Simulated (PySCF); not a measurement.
**A gas-phase reaction: Cl2GaH2N + H2O → Cl2GaHO + H3N**

What reaction energy should one expect for `[NH2][Ga]([Cl])[Cl]` + `O` → `[OH][Ga]([Cl])[Cl]` + `N`?

Computed with PySCF 2.14.0; each step states its level. No surroundings beyond the atoms listed, unless a continuum is named. Atoms count from 0, parts from 1.

## 1. Starting point

Each species was relaxed by itself at PBE0-D3(BJ)/def2-SVPD.

## 2. Energies of the species: wB97M-D3(BJ)/def2-TZVPD

Job settings and geometry (Å):

```
{"job": {"kind": "react", "xc": "wB97M-D3(BJ)", "basis": "def2-TZVPD"}, "charge": 0, "multiplicity": 1}
-1 Cl2GaH2N charge 0 multiplicity 1
N     -0.178300     1.061750     0.029420
Ga     0.114970    -0.703770    -0.024540
Cl     1.356450    -1.569240    -1.537170
Cl    -0.782020    -2.006510     1.416900
H     -0.746950     1.504800     0.736810
H      0.235140     1.713630    -0.621580

-1 H2O charge 0 multiplicity 1
O     -0.001410     0.389390    -0.002890
H     -0.762170    -0.197450     0.002110
H      0.763610    -0.191910     0.000850

+1 Cl2GaHO charge 0 multiplicity 1
O      0.480750    -1.328400    -0.091760
Ga    -0.287490     0.252260     0.123500
Cl     0.636310     2.035010    -0.609610
Cl    -2.155700     0.342910     1.129850
H      1.326100    -1.301800    -0.551930

+1 H3N charge 0 multiplicity 1
N      0.002050     0.000670     0.284480
H     -0.551750    -0.762970    -0.092410
H     -0.380820     0.862320    -0.093460
H      0.941250    -0.098340    -0.089660
```

Method: wB97M-D3(BJ)/def2-TZVPD reaction energy of separated species, gas phase.

On the command line:

```
$ OMP_NUM_THREADS=1 python cluster_run.py task.json out
```

The driver reads the jobs from task.json and runs them one after another.

The log of the run:

```text
species 1 (Cl2GaH2N)
coarse grid: 30112 points
cycle   1  E = -2901.4439633456  dE = -2.291e-01  |g| = 8.043e-01  |ddm| = 2.024e+00
cycle   2  E = -2901.4475395083  dE = -3.576e-03  |g| = 9.447e-01  |ddm| = 1.165e+00
cycle   3  E = -2901.5407473442  dE = -9.321e-02  |g| = 4.452e-02  |ddm| = 5.576e-01
cycle   4  E = -2901.5413710787  dE = -6.237e-04  |g| = 2.219e-02  |ddm| = 7.337e-02
cycle   5  E = -2901.5415055681  dE = -1.345e-04  |g| = 4.716e-03  |ddm| = 2.300e-02
cycle   6  E = -2901.5415206982  dE = -1.513e-05  |g| = 2.181e-03  |ddm| = 1.017e-02
cycle   7  E = -2901.5415221443  dE = -1.446e-06  |g| = 9.108e-04  |ddm| = 2.745e-03
final grid: 58520 points
cycle   8  E = -2901.5415203023  dE = -2.107e-07  |g| = 9.433e-04  |ddm| = 1.782e-03
cycle   9  E = -2901.5415203091  dE = -6.809e-09  |g| = 1.008e-03  |ddm| = 1.191e-03
cycle  10  E = -2901.5415204866  dE = -1.775e-07  |g| = 6.620e-05  |ddm| = 5.111e-04
cycle  11  E = -2901.5415204920  dE = -5.427e-09  |g| = 2.048e-05  |ddm| = 2.373e-04
cycle  12  E = -2901.5415204922  dE = -1.301e-10  |g| = 4.531e-06  |ddm| = 2.882e-05
converged SCF energy = -2901.5415204922

species 2 (H2O)
coarse grid: 10128 points
cycle   1  E = -76.4117496837  dE = -7.454e-02  |g| = 5.872e-01  |ddm| = 8.994e-01
cycle   2  E = -76.4087422518  dE =  3.007e-03  |g| = 6.461e-01  |ddm| = 5.038e-01
cycle   3  E = -76.4759334378  dE = -6.719e-02  |g| = 2.731e-02  |ddm| = 2.374e-01
cycle   4  E = -76.4760586419  dE = -1.252e-04  |g| = 5.497e-03  |ddm| = 1.609e-02
cycle   5  E = -76.4760673187  dE = -8.677e-06  |g| = 8.214e-04  |ddm| = 5.831e-03
final grid: 21952 points
cycle   6  E = -76.4760630164  dE = -1.975e-07  |g| = 5.842e-04  |ddm| = 1.373e-03
cycle   7  E = -76.4760630232  dE = -6.839e-09  |g| = 6.465e-04  |ddm| = 6.469e-04
cycle   8  E = -76.4760630868  dE = -6.362e-08  |g| = 3.198e-05  |ddm| = 2.235e-04
cycle   9  E = -76.4760630876  dE = -8.224e-10  |g| = 4.134e-06  |ddm| = 1.105e-04
converged SCF energy = -76.4760630876

species 3 (Cl2GaHO)
coarse grid: 27704 points
cycle   1  E = -2921.2680167067  dE = -1.897e-01  |g| = 1.014e+00  |ddm| = 1.917e+00
cycle   2  E = -2921.2008039470  dE =  6.721e-02  |g| = 1.313e+00  |ddm| = 1.466e+00
cycle   3  E = -2921.4284772300  dE = -2.277e-01  |g| = 8.008e-02  |ddm| = 7.928e-01
cycle   4  E = -2921.4296841628  dE = -1.207e-03  |g| = 4.943e-02  |ddm| = 9.384e-02
cycle   5  E = -2921.4300680950  dE = -3.839e-04  |g| = 9.042e-03  |ddm| = 2.917e-02
cycle   6  E = -2921.4300893464  dE = -2.125e-05  |g| = 3.730e-03  |ddm| = 1.096e-02
cycle   7  E = -2921.4300928303  dE = -3.484e-06  |g| = 5.214e-04  |ddm| = 4.348e-03
final grid: 53368 points
cycle   8  E = -2921.4300577632  dE = -2.399e-07  |g| = 2.350e-04  |ddm| = 1.488e-03
cycle   9  E = -2921.4300577904  dE = -2.715e-08  |g| = 1.636e-04  |ddm| = 4.972e-04
cycle  10  E = -2921.4300577970  dE = -6.637e-09  |g| = 7.140e-05  |ddm| = 1.192e-04
cycle  11  E = -2921.4300577989  dE = -1.909e-09  |g| = 3.015e-05  |ddm| = 1.098e-04
cycle  12  E = -2921.4300577993  dE = -3.502e-10  |g| = 4.469e-06  |ddm| = 4.674e-05
converged SCF energy = -2921.4300577993

species 4 (H3N)
coarse grid: 12536 points
cycle   1  E = -56.5694016506  dE = -1.294e-01  |g| = 3.024e-01  |ddm| = 1.089e+00
cycle   2  E = -56.5779561083  dE = -8.554e-03  |g| = 2.716e-01  |ddm| = 2.676e-01
cycle   3  E = -56.5918780999  dE = -1.392e-02  |g| = 2.125e-02  |ddm| = 1.115e-01
cycle   4  E = -56.5919837191  dE = -1.056e-04  |g| = 5.194e-03  |ddm| = 1.729e-02
cycle   5  E = -56.5919948575  dE = -1.114e-05  |g| = 7.323e-04  |ddm| = 8.720e-03
cycle   6  E = -56.5919952727  dE = -4.152e-07  |g| = 1.111e-04  |ddm| = 3.176e-03
final grid: 27112 points
cycle   7  E = -56.5919836676  dE = -1.544e-08  |g| = 6.442e-05  |ddm| = 6.695e-04
cycle   8  E = -56.5919836695  dE = -1.983e-09  |g| = 5.243e-05  |ddm| = 2.174e-04
cycle   9  E = -56.5919836702  dE = -6.589e-10  |g| = 1.204e-05  |ddm| = 4.731e-05
converged SCF energy = -56.5919836702

Reaction energy = -2.524 kcal/mol
```

It took 52 s on 1 thread of Arm Neoverse N1, shared host; peak memory 0.73 GiB.

Species by species (with the dispersion term, which the log's SCF energies lack):

```tsv
ν	species	energy (Eh)	HOMO (eV)
-1	[NH2][Ga]([Cl])[Cl]	-2901.54683	-10.60
-1	O	-76.47682	-11.72
+1	[OH][Ga]([Cl])[Cl]	-2921.43409	-11.79
+1	N	-56.59358	-10.26
```

## 3. Reaction energy: PBE0-D3(BJ)/def2-TZVPD

The job, as its differences from that of step 2:

```diff
@@ -1,2 +1,2 @@
-{"job": {"kind": "react", "xc": "wB97M-D3(BJ)", "basis": "def2-TZVPD"}, "charge": 0, "multiplicity": 1}
+{"job": {"kind": "react", "xc": "PBE0", "basis": "def2-TZVPD", "disp": "d3bj"}, "charge": 0, "multiplicity": 1}
 -1 Cl2GaH2N charge 0 multiplicity 1
```

With the program's defaults for keys left out, this is: PBE0-D3(BJ)/def2-TZVPD reaction energy of separated species, gas phase.

The log of the run:

```text
species 1 (Cl2GaH2N)
coarse grid: 30112 points
cycle   1  E = -2900.6741571036  dE = -1.935e-01  |g| = 9.060e-01  |ddm| = 2.120e+00
cycle   2  E = -2900.5344985849  dE =  1.397e-01  |g| = 1.365e+00  |ddm| = 1.524e+00
cycle   3  E = -2900.7831100723  dE = -2.486e-01  |g| = 8.869e-02  |ddm| = 9.575e-01
cycle   4  E = -2900.7844439424  dE = -1.334e-03  |g| = 5.670e-02  |ddm| = 1.042e-01
cycle   5  E = -2900.7850607965  dE = -6.169e-04  |g| = 9.926e-03  |ddm| = 3.587e-02
cycle   6  E = -2900.7850823986  dE = -2.160e-05  |g| = 2.530e-03  |ddm| = 8.684e-03
cycle   7  E = -2900.7850837467  dE = -1.348e-06  |g| = 3.464e-04  |ddm| = 1.730e-03
final grid: 58520 points
cycle   8  E = -2900.7851099515  dE = -2.531e-08  |g| = 3.612e-04  |ddm| = 1.577e-03
cycle   9  E = -2900.7851099474  dE =  4.089e-09  |g| = 3.720e-04  |ddm| = 5.672e-04
cycle  10  E = -2900.7851099766  dE = -2.923e-08  |g| = 4.202e-05  |ddm| = 3.053e-04
cycle  11  E = -2900.7851099769  dE = -3.433e-10  |g| = 9.843e-06  |ddm| = 3.242e-05
converged SCF energy = -2900.7851099769

species 2 (H2O)
coarse grid: 2328 points
cycle   1  E = -76.3044306697  dE = -5.302e-03  |g| = 6.571e-01  |ddm| = 9.011e-01
cycle   2  E = -76.1882102365  dE =  1.162e-01  |g| = 1.036e+00  |ddm| = 7.256e-01
cycle   3  E = -76.3820302884  dE = -1.938e-01  |g| = 3.132e-02  |ddm| = 4.396e-01
cycle   4  E = -76.3822125912  dE = -1.823e-04  |g| = 5.864e-03  |ddm| = 1.606e-02
cycle   5  E = -76.3822177302  dE = -5.139e-06  |g| = 7.850e-04  |ddm| = 2.507e-03
final grid: 21952 points
cycle   6  E = -76.3808944300  dE = -1.510e-05  |g| = 3.449e-03  |ddm| = 9.313e-03
cycle   7  E = -76.3808924627  dE =  1.967e-06  |g| = 4.754e-03  |ddm| = 3.322e-03
cycle   8  E = -76.3808961818  dE = -3.719e-06  |g| = 2.518e-04  |ddm| = 1.965e-03
cycle   9  E = -76.3808961924  dE = -1.061e-08  |g| = 2.399e-05  |ddm| = 1.101e-04
cycle  10  E = -76.3808961926  dE = -1.115e-10  |g| = 3.293e-06  |ddm| = 1.515e-05
converged SCF energy = -76.3808961926

species 3 (Cl2GaHO)
coarse grid: 27704 points
cycle   1  E = -2920.4714340499  dE = -1.089e-01  |g| = 1.120e+00  |ddm| = 2.000e+00
cycle   2  E = -2919.9321278307  dE =  5.393e-01  |g| = 2.081e+00  |ddm| = 2.134e+00
cycle   3  E = -2920.6384767888  dE = -7.063e-01  |g| = 2.921e-01  |ddm| = 1.586e+00
cycle   4  E = -2920.6539445543  dE = -1.547e-02  |g| = 9.363e-02  |ddm| = 2.571e-01
cycle   5  E = -2920.6550432661  dE = -1.099e-03  |g| = 1.786e-02  |ddm| = 5.253e-02
cycle   6  E = -2920.6551134437  dE = -7.018e-05  |g| = 5.649e-03  |ddm| = 1.721e-02
cycle   7  E = -2920.6551193782  dE = -5.934e-06  |g| = 7.650e-04  |ddm| = 3.534e-03
final grid: 53368 points
cycle   8  E = -2920.6551090685  dE =  3.818e-08  |g| = 1.078e-03  |ddm| = 1.480e-03
cycle   9  E = -2920.6551086683  dE =  4.002e-07  |g| = 1.831e-03  |ddm| = 1.920e-03
cycle  10  E = -2920.6551092860  dE = -6.177e-07  |g| = 1.927e-04  |ddm| = 1.230e-03
cycle  11  E = -2920.6551092925  dE = -6.489e-09  |g| = 2.012e-05  |ddm| = 1.392e-04
cycle  12  E = -2920.6551092926  dE = -7.321e-11  |g| = 2.855e-06  |ddm| = 1.559e-05
converged SCF energy = -2920.6551092926

species 4 (H3N)
coarse grid: 2928 points
cycle   1  E = -56.4892683795  dE = -9.638e-02  |g| = 3.707e-01  |ddm| = 1.102e+00
cycle   2  E = -56.4628444818  dE =  2.642e-02  |g| = 5.179e-01  |ddm| = 4.438e-01
cycle   3  E = -56.5199424369  dE = -5.710e-02  |g| = 1.577e-02  |ddm| = 2.489e-01
cycle   4  E = -56.5199910438  dE = -4.861e-05  |g| = 3.353e-03  |ddm| = 8.661e-03
cycle   5  E = -56.5199932140  dE = -2.170e-06  |g| = 3.225e-04  |ddm| = 2.233e-03
final grid: 27112 points
cycle   6  E = -56.5150234965  dE = -1.166e-05  |g| = 5.582e-03  |ddm| = 1.588e-02
cycle   7  E = -56.5150180841  dE =  5.412e-06  |g| = 7.643e-03  |ddm| = 6.037e-03
cycle   8  E = -56.5150297177  dE = -1.163e-05  |g| = 1.315e-04  |ddm| = 3.441e-03
cycle   9  E = -56.5150297216  dE = -3.837e-09  |g| = 3.228e-05  |ddm| = 9.986e-05
cycle  10  E = -56.5150297218  dE = -2.782e-10  |g| = 3.575e-06  |ddm| = 2.379e-05
converged SCF energy = -56.5150297218

Reaction energy = -2.270 kcal/mol
```

It took 29 s on 1 thread of Arm Neoverse N1, shared host; peak memory 0.63 GiB.

Reaction energy at this level: -2.27 kcal/mol.

## 4. Side by side

Energies in kcal/mol, with wall time:

```tsv
run	reaction	time
wB97M-D3(BJ)/def2-TZVPD	-2.52	52 s
PBE0-D3(BJ)/def2-TZVPD	-2.27	29 s
```

## 5. What came out

| quantity | value |
| --- | --- |
| reaction energy (wB97M-D3(BJ)/def2-TZVPD) | -2.52 kcal/mol |
| ΔH, ΔG at 298 K (xTB thermal terms) | -1.4, -1.1 kcal/mol |
| range of the reaction energy over the runs of this table | -2.52 to -2.27 kcal/mol |

The reaction is exothermic by 1.4 kcal/mol in the gas phase; dispersion gives +0.27, and xTB itself gave -11.10 for the electronic energy (xTB energies and thermal terms come from the earlier relaxation of each species, not shown). No barrier was sought. The reaction energy runs from -2.52 (wB97M-D3(BJ)/def2-TZVPD) to -2.27 kcal/mol (PBE0-D3(BJ)/def2-TZVPD).
